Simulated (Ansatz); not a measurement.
# La2Cu3Ni (Pmm2): the equilibrium volume, part 2 of 2

Aim: the volume at which the pressure of La2Cu3Ni (Pmm2) vanishes.

Ansatz 0.2.0; DFT PBEsol, scalar-relativistic, plane waves, PAW.

### Step 3. Full relaxation

input.yaml

```yaml
crystal:
  lattice:
    - [3.88054096, 0.0, 0.0]
    - [0.0, 4.2917439, 0.0]
    - [0.0, 0.0, 7.33165812]
  atoms:
    - { symbol: Cu, position: [0.5, 0.0, 0.8333196] }
    - { symbol: Cu, position: [0.5, 0.0, 0.169622] }
    - { symbol: Cu, position: [0.5, 0.5, 0.66380956] }
    - { symbol: La, position: [0.0, 0.5, 0.01096406] }
    - { symbol: La, position: [0.0, 0.0, 0.49212728] }
    - { symbol: Ni, position: [0.5, 0.5, 0.33015649] }
basis:
  ecutwfc: 420
kpoints:
  mp_grid: { grid: [8, 8, 4] }
hamiltonian:
  xc: pbesol
scf:
  occupations: { method: gaussian, width: 0.05 }
output:
  forces: true
  stress: true
  eigenvalues: true
  write_density: true
  write_potential: true
  elf: true
  volumetric_format: npy
relax:
  adjacent_minimum: "off"
  f_tol: 0.005
  max_steps: 80
  cell: { stress_tol: 0.05 }
```

Command:

```sh
$ ansatz run input.yaml --threads 8 --pin off --max-ram 14336MiB --backend cpu --events-out ev --progress --plain --runs-dir out
```

The log of the run:

```text
Warning: RAYON_NUM_THREADS=8 ignored (pool sized by the plan → 8); use --threads N
Engine: ansatz 0.2.0, aarch64-unknown-linux-gnu
Pseudopotentials: kind: paw
Pseudopotential: Cu, paw, valence charge 19, recommended cutoff 420 eV (normal), Cu.paw.azcp
Pseudopotential: La, paw, valence charge 11, recommended cutoff 420 eV (normal), La.paw.azcp
Pseudopotential: Ni, paw, valence charge 18, recommended cutoff 420 eV (normal), Ni.paw.azcp
Functional definition: PBEsol
  exchange = pbesol_x
  correlation = pbesol_c
Crystal: 6 atoms, lattice volume = 122.104 Å³
Basis set: ecut = 420 eV, 2383 PW (Γ), exchange–correlation on 54×60×100 points (8 copies of the dense FFT grid, shifted against one another)
Bands: 59, of which v1, the nominal top of the filled ones, is band 49 counted from 1 (48 counted from 0)
Symmetry: 4 space group operations
Space group: Pmm2 (ITA 25), of the structure as read, at distance tolerance 5.0e-5 Å
k-points: 75 of 256 (time reversal used)
Non-local potential: Cu, projectors of the file, l = 0: 3, l = 1: 2, l = 2: 3, l = 3: 1
Non-local potential: La, projectors of the file, l = 0: 3, l = 1: 2, l = 2: 2, l = 3: 3
Non-local potential: Ni, projectors of the file, l = 0: 3, l = 1: 2, l = 2: 3, l = 3: 1
PAW form: soft (Blöchl's): semilocal exchange-correlation on the pseudo side does not see the compensation charge
PAW frozen core: Cu, regenerated for the run's functional, and the local potential with it (the file was generated under x = pbe(κ = 0.804, μ = 0.2195149727645171), c = pbe(β = 0.06672455060314922))
PAW frozen core: La, regenerated for the run's functional, and the local potential with it (the file was generated under x = pbe(κ = 0.804, μ = 0.2195149727645171), c = pbe(β = 0.06672455060314922))
PAW frozen core: Ni, regenerated for the run's functional, and the local potential with it (the file was generated under x = pbe(κ = 0.804, μ = 0.2195149727645171), c = pbe(β = 0.06672455060314922))
PAW one-centre angular grid: Cu, 590 points (default); XC on 64 Gauss nodes
PAW one-centre angular grid: La, 590 points (default); XC on 64 Gauss nodes
PAW one-centre angular grid: Ni, 590 points (default); XC on 64 Gauss nodes
Initial density: superposition of atomic densities (neutral atoms: chi_scale 0, normalization atom), corrected by the library's trained network
Initial wavefunctions: pseudopotential atomic-orbital guess
Functional: x = pbesol(κ = 0.804, μ = 0.12345679012345678), c = pbesol(β = 0.046)
SCF iter   1: F=—  HF=-37894.975955 eV  |F-HF|=—  |Δ(HF+E_count)|=         —  Δρ=2.00e-2  dr2=3.72e-1  ethr=1.77e-3  ⟨swp⟩=6.1  Hψ=15945  notcnv=0  defer=2
preconditioner: auto → Kerker (q_TF=auto, 2.626 Å⁻¹)  [metal: Δε(μ)=0.002 eV  Ē_g=6.734 eV  σ=0.050 eV  W_gap=0.03  n_scr=38 (ndim 8)  ℏωp=26.2 eV  f_vac=0.000  D(μ)=5.92/eV (n_scr^D=52)]
SCF iter   2: F=—  HF=-37894.940280 eV  |F-HF|=—  |Δ(HF+E_count)|=   3.57e-2  Δρ=5.91e-3  dr2=4.85e-2  ethr=3.83e-4  ⟨swp⟩=2.1  Hψ=8274  notcnv=0  defer=340
SCF iter   3: F=—  HF=-37894.936274 eV  |F-HF|=—  |Δ(HF+E_count)|=   4.01e-3  Δρ=2.64e-3  dr2=1.12e-2  ethr=5.00e-5  ⟨swp⟩=2.3  Hψ=7214  notcnv=0  defer=373
SCF iter   4: F=—  HF=-37894.935031 eV  |F-HF|=—  |Δ(HF+E_count)|=   1.24e-3  Δρ=6.31e-4  dr2=1.40e-3  ethr=1.16e-5  ⟨swp⟩=1.8  Hψ=4928  notcnv=0  defer=373
SCF iter   5: F=—  HF=-37894.934949 eV  |F-HF|=—  |Δ(HF+E_count)|=   8.21e-5  Δρ=2.94e-4  dr2=1.65e-4  ethr=1.45e-6  ⟨swp⟩=2.2  Hψ=6387  notcnv=0  defer=373
SCF iter   6: F=—  HF=-37894.934927 eV  |F-HF|=—  |Δ(HF+E_count)|=   2.21e-5  Δρ=1.09e-4  dr2=1.33e-5  ethr=1.70e-7  ⟨swp⟩=2.1  Hψ=6332  notcnv=0  defer=373
SCF iter   7: F=—  HF=-37894.934952 eV  |F-HF|=—  |Δ(HF+E_count)|=   2.44e-5  Δρ=1.09e-4  dr2=1.02e-5  ethr=1.37e-8  ⟨swp⟩=2.0  Hψ=7688  notcnv=0  defer=373
SCF iter   8: F=—  HF=-37894.934950 eV  |F-HF|=—  |Δ(HF+E_count)|=   1.76e-6  Δρ=2.22e-5  dr2=4.43e-7  ethr=1.05e-8  ⟨swp⟩=2.0  Hψ=6244  notcnv=0  defer=373
SCF iter   9: F=—  HF=-37894.934950 eV  |F-HF|=—  |Δ(HF+E_count)|=   5.52e-8  Δρ=1.01e-5  dr2=1.23e-7  ethr=1.03e-10  ⟨swp⟩=16.0  Hψ=35844  notcnv=0
SCF iter  10: F=-37894.934950 eV  HF=-37894.934950 eV  |F-HF|=3.21e-9  |Δ(HF+E_count)|=   3.65e-9  Δρ=1.93e-6  dr2=5.67e-9  ethr=1.03e-10  ⟨swp⟩=8.7  Hψ=27680  notcnv=0
SCF 1 converged in 10 iterations: F = -37894.934950 eV  dr2 = 5.67e-9
relax step   1: F+E_penalty+E_count = -37894.93494982 eV  Δ(F+E_penalty+E_count) = +0.000e0 eV  max|allowed force component| = 5.693e-2 eV/Å  Δτ_max = 0.0000 Å  P = -3.307 GPa  Ω = 122.104 Å³  (10 SCF iters, dr2 threshold 1.00e-7 eV, accepted)
Crystal: 6 atoms, lattice volume = 114.681 Å³
Basis set: ecut = 420 eV, 2263 PW (Γ), exchange–correlation on 54×60×100 points (8 copies of the dense FFT grid, shifted against one another)
Initial density: handed on by an earlier stage of this run
Initial wavefunctions: those handed on with the density
iter 1 solved again at ethr=8.45e-4 eV; its pass at ethr=3.10e-3 eV (dr2=8.20e-1 eV) is discarded
SCF iter   1: F=—  HF=-37895.097053 eV  |F-HF|=—  |Δ(HF+E_count)|=         —  Δρ=2.71e-2  dr2=8.21e-1  ethr=8.45e-4  ⟨swp⟩=1.1  Hψ=27379  notcnv=0
preconditioner: auto → Kerker (q_TF=auto, 2.653 Å⁻¹)  [metal: Δε(μ)=0.011 eV  Ē_g=6.842 eV  σ=0.050 eV  W_gap=0.13  n_scr=38 (ndim 8)  ℏωp=27.1 eV  f_vac=0.000  D(μ)=4.14/eV (n_scr^D=36)]
SCF iter   2: F=—  HF=-37895.009457 eV  |F-HF|=—  |Δ(HF+E_count)|=   8.76e-2  Δρ=4.24e-3  dr2=6.22e-2  ethr=8.45e-4  ⟨swp⟩=2.4  Hψ=7028  notcnv=0
SCF iter   3: F=—  HF=-37894.993952 eV  |F-HF|=—  |Δ(HF+E_count)|=   1.55e-2  Δρ=4.17e-3  dr2=4.70e-2  ethr=6.41e-5  ⟨swp⟩=2.1  Hψ=8393  notcnv=0  defer=293
SCF iter   4: F=—  HF=-37894.988239 eV  |F-HF|=—  |Δ(HF+E_count)|=   5.71e-3  Δρ=1.17e-3  dr2=3.58e-3  ethr=4.85e-5  ⟨swp⟩=2.0  Hψ=6293  notcnv=0  defer=293
SCF iter   5: F=—  HF=-37894.988463 eV  |F-HF|=—  |Δ(HF+E_count)|=   2.24e-4  Δρ=1.11e-3  dr2=8.65e-4  ethr=3.69e-6  ⟨swp⟩=2.0  Hψ=6688  notcnv=0  defer=293
SCF iter   6: F=—  HF=-37894.988287 eV  |F-HF|=—  |Δ(HF+E_count)|=   1.76e-4  Δρ=2.21e-4  dr2=7.55e-5  ethr=8.92e-7  ⟨swp⟩=2.0  Hψ=6797  notcnv=0  defer=293
SCF iter   7: F=—  HF=-37894.988311 eV  |F-HF|=—  |Δ(HF+E_count)|=   2.40e-5  Δρ=9.79e-5  dr2=1.85e-5  ethr=7.78e-8  ⟨swp⟩=2.0  Hψ=7425  notcnv=0  defer=301
SCF iter   8: F=—  HF=-37894.988310 eV  |F-HF|=—  |Δ(HF+E_count)|=   1.24e-6  Δρ=3.70e-5  dr2=1.65e-6  ethr=1.90e-8  ⟨swp⟩=2.0  Hψ=6086  notcnv=0  defer=303
SCF iter   9: F=-37894.988309 eV  HF=-37894.988310 eV  |F-HF|=2.64e-7  |Δ(HF+E_count)|=   1.20e-7  Δρ=1.71e-5  dr2=3.20e-7  ethr=6.19e-10  ⟨swp⟩=18.1  Hψ=43578  notcnv=0
SCF 2 converged in 9 iterations: F = -37894.988309 eV  dr2 = 3.20e-7
  Residual-converged pass: ⟨swp⟩=1.0  Hψ=4725  notcnv=0  max |occ|·‖R‖ = 7.0e-9 eV (tolerance 1.0e-8 eV)  dr2=3.20e-7  dr2_onsite=6.25e-8  max |Δocc| = 9.7e-11
relax step   2: F+E_penalty+E_count = -37894.98830931 eV  Δ(F+E_penalty+E_count) = -5.336e-2 eV  max|allowed force component| = 5.681e-2 eV/Å  Δτ_max = 0.0097 Å  P = +1.219 GPa  Ω = 114.681 Å³  energy of the carried Pulay correction = +1.412e-3 eV  (9 SCF iters, dr2 threshold 6.00e-7 eV, accepted)
Crystal: 6 atoms, lattice volume = 116.678 Å³
Basis set: ecut = 420 eV, 2291 PW (Γ), exchange–correlation on 54×60×100 points (8 copies of the dense FFT grid, shifted against one another)
iter 1 solved again at ethr=6.44e-5 eV; its pass at ethr=3.10e-3 eV (dr2=6.24e-2 eV) is discarded
SCF iter   1: F=—  HF=-37895.004849 eV  |F-HF|=—  |Δ(HF+E_count)|=         —  Δρ=6.93e-3  dr2=6.32e-2  ethr=6.44e-5  ⟨swp⟩=1.7  Hψ=23378  notcnv=0
preconditioner: auto → Kerker (q_TF=auto, 2.646 Å⁻¹)  [metal: Δε(μ)=0.033 eV  Ē_g=7.019 eV  σ=0.050 eV  W_gap=0.35  n_scr=38 (ndim 8)  ℏωp=26.8 eV  f_vac=0.000  D(μ)=4.22/eV (n_scr^D=36)]
SCF iter   2: F=—  HF=-37894.998097 eV  |F-HF|=—  |Δ(HF+E_count)|=   6.75e-3  Δρ=1.48e-3  dr2=7.34e-3  ethr=6.44e-5  ⟨swp⟩=2.2  Hψ=6994  notcnv=0
SCF iter   3: F=—  HF=-37894.996545 eV  |F-HF|=—  |Δ(HF+E_count)|=   1.55e-3  Δρ=1.24e-3  dr2=5.61e-3  ethr=7.57e-6  ⟨swp⟩=2.0  Hψ=7149  notcnv=0
SCF iter   4: F=—  HF=-37894.995910 eV  |F-HF|=—  |Δ(HF+E_count)|=   6.35e-4  Δρ=4.51e-4  dr2=4.22e-4  ethr=5.78e-6  ⟨swp⟩=2.0  Hψ=5698  notcnv=0
SCF iter   5: F=—  HF=-37894.995903 eV  |F-HF|=—  |Δ(HF+E_count)|=   6.82e-6  Δρ=7.69e-5  dr2=1.52e-5  ethr=4.35e-7  ⟨swp⟩=2.2  Hψ=7497  notcnv=0
SCF iter   6: F=—  HF=-37894.995909 eV  |F-HF|=—  |Δ(HF+E_count)|=   5.57e-6  Δρ=3.05e-5  dr2=1.51e-6  ethr=1.57e-8  ⟨swp⟩=2.0  Hψ=7093  notcnv=0
SCF iter   7: F=—  HF=-37894.995909 eV  |F-HF|=—  |Δ(HF+E_count)|=   9.60e-8  Δρ=4.12e-5  dr2=1.29e-6  ethr=6.19e-10  ⟨swp⟩=14.5  Hψ=44518  notcnv=0
SCF iter   8: F=-37894.995909 eV  HF=-37894.995909 eV  |F-HF|=5.59e-8  |Δ(HF+E_count)|=   2.68e-7  Δρ=7.78e-6  dr2=7.54e-8  ethr=6.19e-10  ⟨swp⟩=8.5  Hψ=35121  notcnv=0
SCF 3 converged in 8 iterations: F = -37894.995909 eV  dr2 = 7.54e-8
relax step   3: F+E_penalty+E_count = -37894.99590865 eV  Δ(F+E_penalty+E_count) = -7.599e-3 eV  max|allowed force component| = 1.873e-2 eV/Å  Δτ_max = 0.0071 Å  P = -0.106 GPa  Ω = 116.678 Å³  energy of the carried Pulay correction = +1.023e-3 eV  (8 SCF iters, dr2 threshold 6.00e-7 eV, accepted)
[... 10 lines left out ...]
relax step   4: F+E_penalty+E_count = -37894.99623043 eV  Δ(F+E_penalty+E_count) = -3.218e-4 eV  max|allowed force component| = 1.558e-2 eV/Å  Δτ_max = 0.0028 Å  P = -0.035 GPa  Ω = 116.599 Å³  energy of the carried Pulay correction = +1.039e-3 eV  (6 SCF iters, dr2 threshold 1.71e-7 eV, accepted)
[... 11 lines left out ...]
relax step   5: F+E_penalty+E_count = -37894.99653267 eV  Δ(F+E_penalty+E_count) = -3.022e-4 eV  max|allowed force component| = 2.127e-2 eV/Å  Δτ_max = 0.0140 Å  P = -0.031 GPa  Ω = 116.602 Å³  energy of the carried Pulay correction = +1.038e-3 eV  (7 SCF iters, dr2 threshold 5.76e-8 eV, accepted)
[... 11 lines left out ...]
relax step   6: F+E_penalty+E_count = -37894.99666741 eV  Δ(F+E_penalty+E_count) = -1.347e-4 eV  max|allowed force component| = 4.000e-3 eV/Å  Δτ_max = 0.0047 Å  P = +0.011 GPa  Ω = 116.588 Å³  energy of the carried Pulay correction = +1.041e-3 eV  (7 SCF iters, dr2 threshold 2.83e-8 eV, accepted)
Initial wavefunctions: pseudopotential atomic-orbital guess (no wavefunctions were taken with the density)
iter 1 solved again at ethr=3.12e-7 eV; its pass at ethr=3.10e-3 eV (dr2=3.02e-4 eV) is discarded
SCF iter   1: F=—  HF=-37894.995541 eV  |F-HF|=—  |Δ(HF+E_count)|=         —  Δρ=6.50e-5  dr2=6.18e-7  ethr=3.12e-7  ⟨swp⟩=3.5  Hψ=30367  notcnv=0
preconditioner: auto → Kerker (q_TF=auto, 2.646 Å⁻¹)  [metal: Δε(μ)=0.017 eV  Ē_g=6.968 eV  σ=0.050 eV  W_gap=0.18  n_scr=38 (ndim 8)  ℏωp=26.9 eV  f_vac=0.000  D(μ)=3.59/eV (n_scr^D=24)]
SCF iter   2: F=—  HF=-37894.995553 eV  |F-HF|=—  |Δ(HF+E_count)|=   1.23e-5  Δρ=5.01e-5  dr2=1.81e-6  ethr=6.37e-10  ⟨swp⟩=3.0  Hψ=8847  notcnv=0
SCF iter   3: F=—  HF=-37894.995553 eV  |F-HF|=—  |Δ(HF+E_count)|=   4.32e-8  Δρ=1.58e-5  dr2=5.69e-8  ethr=6.37e-10  ⟨swp⟩=2.0  Hψ=6270  notcnv=0
SCF iter   4: F=—  HF=-37894.995553 eV  |F-HF|=—  |Δ(HF+E_count)|=   5.13e-8  Δρ=7.02e-6  dr2=4.84e-8  ethr=5.86e-11  ⟨swp⟩=2.0  Hψ=8071  notcnv=0
SCF iter   5: F=—  HF=-37894.995553 eV  |F-HF|=—  |Δ(HF+E_count)|=   3.68e-9  Δρ=1.41e-6  dr2=1.77e-9  ethr=4.99e-11  ⟨swp⟩=2.4  Hψ=6812  notcnv=0
SCF iter   6: F=—  HF=-37894.995553 eV  |F-HF|=—  |Δ(HF+E_count)|=  8.80e-10  Δρ=5.98e-7  dr2=2.45e-10  ethr=1.82e-12  ⟨swp⟩=2.0  Hψ=7860  notcnv=0
SCF iter   7: F=—  HF=-37894.995553 eV  |F-HF|=—  |Δ(HF+E_count)|=  3.64e-11  Δρ=7.08e-7  dr2=3.79e-10  ethr=1.00e-12  ⟨swp⟩=8.1  Hψ=24877  notcnv=0
SCF iter   8: F=-37894.995553 eV  HF=-37894.995553 eV  |F-HF|=7.28e-12  |Δ(HF+E_count)|=  8.00e-11  Δρ=7.35e-8  dr2=1.12e-11  ethr=1.00e-12  ⟨swp⟩=5.8  Hψ=24943  notcnv=0
SCF 7 converged in 8 iterations: F = -37894.995553 eV  dr2 = 1.12e-11
relax step   7: F+E_penalty+E_count = -37894.99555306 eV  Δ(F+E_penalty+E_count) = +1.114e-3 eV  max|allowed force component| = 3.938e-3 eV/Å  Δτ_max = 0.0000 Å  P = +0.019 GPa  Ω = 116.588 Å³  stress off target by 2.97e-2 GPa  SCF on the basis re-selected at this cell (its energy is not comparable with the rows above)  (8 SCF iters)
basis re-selected at this cell: Δ(F+E_penalty+E_count) = +1.114e-3 eV, ΔP = +0.008 GPa vs the last step (what re-selecting the basis moved, of the pressure what is left beyond the Pulay correction that the steps carried, after the strain that the cell walked since its last selection, with what the two solves' SCF thresholds leave and, on support functions, any second-order correction that the steps lacked; it is no measure of the basis error at this ecutwfc). This SCF's stress stands 2.97e-2 GPa from its target on what of the cell is left free (relax.cell.stress_tol is 5.00e-2 GPa) and its largest allowed force component is 3.94e-3 eV/Å (relax.f_tol is 5.00e-3 eV/Å): within both
SCF converged after 8 iterations
Free energy (F): -37894.995553 eV
Harris-Foulkes:  -37894.995553 eV  (|F-HF|=7.28e-12)
Internal energy: -37894.991067 eV  (E = F + TS)
E sigma→0 (E₀):  -37894.993310 eV
Entropy (-TS):   -0.004486 eV (-0.748 meV/atom)
Fermi energy:    13.666513 eV
--- Per-component energies (eV) ---
  E_band       = -1648.610646
  E_kinetic    = 1573.843953
  E_local      = -20951.678744  (includes V_loc(G=0)·N_el)
  E_nonlocal   = 2002.511550
  E_hartree    = 9238.993640
  E_xc         = -628.244444
  E_vxc        = -749.911696  (∫ρ·V_xc dr)
  E_paw        = -17130.961012  (= ΣΔE_a)
  E_vpaw       = -2001.364139  (= ΣTr[D̂ρ^β])
  E_aug_tail   = 0.001392  (compensation charges beyond the density's cutoff)
  E_ewald      = -12000.612317
  E_core_change = 1.154914  (= ΣΔE_core)
  E_smearing   = -0.004486  (= −TS)
  E_closure    = 0.000000  (closes the sum)
  Σ components = -37894.995553   (vs F -37894.995553, Δ=0.00e0)
--- Forces (eV/Å), atoms counted from 1 ---
  atom   1  Cu     0.00000000     0.00000000     0.00100157
  atom   2  Cu     0.00000000     0.00000000     0.00336803
  atom   3  Cu     0.00000000     0.00000000     0.00019636
  atom   4  La     0.00000000     0.00000000     0.00030852
  atom   5  La     0.00000000     0.00000000    -0.00393768
  atom   6  Ni     0.00000000     0.00000000    -0.00093654
  max |Σ_I F_I| component: 2.55e-7 eV/Å
--- Stress (GPa, compression-positive) ---
        0.003062       0.000000       0.000000
        0.000000       0.023997       0.000000
        0.000000       0.000000       0.029724
  P = ⅓ Tr σ = 0.0189 GPa (0.189 kbar)
--- Band table (eV; the first three rows and the last of 75) ---
  k-point 0: bands = ["-98.9089", "-98.8202", "-98.7793", "-88.8020", "-56.4589", "-56.4210", "-56.4085", "-56.3580", "-56.3531", "-56.3283", "-56.3130", "-56.2838", "-56.2816", "-49.3694", "-49.3562", "-49.3488", "-18.7077", "-18.6280", "-2.7873", "-2.4014", "-2.2707", "-2.2515", "-2.1512", "-2.0680", "7.2125", "9.4501", "9.7409", "9.9196", "10.0822", "10.1354", "10.1787", "10.3634", "10.4500", "10.4527", "10.4777", "10.5808", "10.6919", "10.7493", "10.8681", "10.9451", "11.1217", "11.1423", "11.7218", "12.1557", "12.1793", "12.2919", "12.6535", "14.0807", "14.1136", "14.4034", "14.7546", "15.0421", "15.3728", "15.5878", "15.6497", "15.8695", "15.8848", "15.8963", "16.0050"]
  k-point 1: bands = ["-98.9089", "-98.8202", "-98.7793", "-88.8020", "-56.4589", "-56.4210", "-56.4085", "-56.3580", "-56.3531", "-56.3283", "-56.3130", "-56.2838", "-56.2816", "-49.3694", "-49.3562", "-49.3488", "-18.7055", "-18.6303", "-2.7211", "-2.3925", "-2.3479", "-2.2609", "-2.1484", "-2.0708", "7.4711", "9.0894", "9.6676", "9.8270", "10.1286", "10.1995", "10.2187", "10.3182", "10.3533", "10.4194", "10.4247", "10.6266", "10.6532", "10.7394", "10.9524", "11.0112", "11.1324", "11.3365", "11.6485", "12.1571", "12.2105", "12.2910", "12.8260", "13.8015", "14.2536", "14.4840", "14.7894", "14.9570", "15.3386", "15.5879", "15.7372", "15.8484", "15.8727", "15.9527", "15.9729"]
  k-point 2: bands = ["-98.9089", "-98.8202", "-98.7793", "-88.8020", "-56.4589", "-56.4210", "-56.4085", "-56.3580", "-56.3531", "-56.3283", "-56.3130", "-56.2838", "-56.2816", "-49.3694", "-49.3562", "-49.3488", "-18.7031", "-18.6327", "-2.5963", "-2.4837", "-2.3821", "-2.2717", "-2.1454", "-2.0739", "8.0560", "8.3037", "9.8086", "9.9497", "10.1216", "10.1442", "10.1602", "10.2273", "10.2795", "10.3822", "10.4027", "10.6271", "10.6637", "10.7498", "11.0184", "11.0731", "11.1427", "11.4587", "11.5740", "12.1334", "12.2658", "12.2901", "13.1217", "13.4475", "14.5857", "14.5859", "14.6616", "14.8014", "15.3818", "15.4567", "15.7697", "15.8487", "15.8892", "15.9770", "15.9830"]
  k-point 74: bands = ["-98.9089", "-98.8198", "-98.7798", "-88.8020", "-56.4591", "-56.4213", "-56.4084", "-56.3529", "-56.3457", "-56.3392", "-56.3136", "-56.2894", "-56.2771", "-49.3692", "-49.3565", "-49.3493", "-18.6197", "-18.5510", "-2.8927", "-2.8253", "-2.6584", "-2.5821", "-2.2916", "-2.2862", "8.7610", "9.0112", "9.8782", "9.9687", "10.1014", "10.2078", "10.2081", "10.3420", "10.3667", "10.4859", "10.8263", "10.9679", "11.0280", "11.0366", "11.0777", "11.4449", "11.6246", "11.9579", "12.2186", "12.4918", "12.5420", "12.5891", "12.9835", "13.1107", "13.1566", "13.2071", "13.2654", "13.2684", "14.9911", "15.1383", "15.8511", "15.9169", "15.9210", "15.9859", "16.0819"]
--- Relaxed structure (6 steps of the walk, 6 accepted, 1 SCFs on fresh bases) ---
  F+E_penalty+E_count = -37894.99555306 eV   max|allowed force component| = 3.938e-3 eV/Å   (the final SCF, on the basis selected at the relaxed cell)
  cell:  # Å, volume = 116.5883 Å³
    - [3.7805839085706934, 0.0, 0.0]
    - [0.0, 4.212427718544247, 0.0]
    - [0.0, 0.0, 7.3208836255547425]
  atoms:
    - { symbol: Cu, position: [0.5, 0.0, 0.8335346902381151] }
    - { symbol: Cu, position: [0.5, 0.0, 0.1675327549891706] }
    - { symbol: Cu, position: [0.5, 0.5, 0.6642914710538876] }
    - { symbol: La, position: [0.0, 0.5, 0.010925869967008096] }
    - { symbol: La, position: [0.0, 0.0, 0.49120919035448873] }
    - { symbol: Ni, position: [0.5, 0.5, 0.33250501339732985] }
```

Wall time 84 s (8 threads of Arm Neoverse V2, shared host); peak memory 0.9 GiB.

Relaxation path:

```tsv
step	energy from step 1 (meV/atom)	largest force component (eV/Å)	pressure (GPa)	volume (Å³/atom)
1	0.0	0.057	-3.31	20.351
2	-8.9	0.057	1.22	19.113
3	-10.2	0.019	-0.11	19.446
4	-10.2	0.016	-0.04	19.433
5	-10.3	0.021	-0.03	19.434
6	-10.3	0.004	0.01	19.431
7	-10.1	0.004	0.02	19.431
```

Step 1 is the start. Step 7 repeats the geometry before it on a plane-wave basis chosen anew for the final cell, which shifts the energy by +0.2 meV/atom.

In short: volume 19.431 Å³/atom, pressure 0.02 GPa, metallic.

### Step 4. The cell, before and after

How the cell compares, before and after:

| cell as typed | before | after | change |
| --- | --- | --- | --- |
| a (Å) | 3.881 | 3.781 | -2.6 % |
| b (Å) | 4.292 | 4.212 | -1.8 % |
| c (Å) | 7.332 | 7.321 | -0.1 % |
| volume (Å³/atom) | 20.351 | 19.431 | -4.5 % |
| shortest distance (Å) | 2.446 | 2.428 | -0.7 % |
| space group | Pmm2 | Pmm2 | same |

### Step 5. Outcome

This closing draws on all 2 parts. Changes of volume or cell count from the first structure of part 1.

| quantity | value |
| --- | --- |
| volume | 19.431 Å³/atom |
| pressure | 0.02 GPa |
| conventional cell | a = 3.781 Å, b = 4.212 Å, c = 7.321 Å, α = 90.00°, β = 90.00°, γ = 90.00° |
| gap on the mesh | none (metal) |

In words: Over the 2 runs shown the cell moved from 20.35 to 19.43 Å³/atom, a change of -4.5 %, where the pressure is zero within 0.02 GPa. Spin polarisation wasn't allowed in this run.
